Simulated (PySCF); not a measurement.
# GeF: from the state search to spectroscopic constants

The task here is to estimate one member of a computed series from the others.

Method: Ge aug-pcseg-1, F aug-pcseg-1, no relativity; program: PySCF 2.14.0.

The first run:

A driver script around PySCF takes these settings:

```json
{"atoms": "Ge, F", "charge": "0", "basis": "Ge aug-pcseg-1, F aug-pcseg-1", "Hamiltonian": "no relativity", "basis functions": "59", "electrons treated": "41", "masses in u": "73.9212, 18.9984", "levels": "PBE0, PBE, r²SCAN, LDA, BLYP, TPSSh, HSE06, HF, MP2, SCS-MP2", "grid": "80 radial by 434 angular points", "occupations": "held fixed by the projection of orbital angular momentum", "dissociation limit": "Ge + F, each in its ground configuration", "starting distance in angstrom": "1.775", "values of 2S to try": "1, 3"}
```

Launch:

```bash
$ OMP_NUM_THREADS=1 python dia.py task.json out
```

Steps of the session up to this table: Input; First curve: PBE0; Higher solutions at PBE0; PBE (GGA); r²SCAN (meta-GGA); LDA (local density); BLYP (GGA); TPSSh; HSE06 (range-separated hybrid); UHF (mean field).

One of the session's tables, all rows but one given; the rest of the session is left out.

Energy (eV) from each level's lowest point:

```
R (Å)    UHF  UHF-MP2  UHF-SCS-MP2    LDA    PBE
1.546  0.944    1.162        1.165  1.039  1.248
1.618  0.373    0.523        0.526  0.447  0.586
1.690  0.084    0.170        0.172  0.130  0.208
1.744  0.000    0.042        0.043  0.023  0.060
1.798  0.000    0.000        0.000  0.000  0.000
1.852  0.063    0.025        0.024  0.041  0.006
1.924  0.219    0.135        0.132  0.169  0.092
2.014      ?        ?            ?      ?      ?
2.122  0.876    0.694        0.685  0.760  0.587
2.265  1.430    1.203        1.188  1.275  1.045
```

Q: Estimate the row for R (Å) = 2.014 from the others.

Worked estimate for «UHF». A straight line through the neighbours (1.924, 0.219) and (2.122, 0.876) gives 0.219 + (0.876 − 0.219) × (2.014 − 1.924) / (2.122 − 1.924) = 0.518; a parabola fitted to 4 rows on both sides gives 0.499.

**Answer.** UHF: 0.490; UHF-MP2: 0.356; UHF-SCS-MP2: 0.350; LDA: 0.408; PBE: 0.284. In «UHF» the line misses by +0.028 and the parabola by +0.009.

Limits of these values: At some levels the lowest empty orbital lies below the highest filled one (the two can be of opposite spin).
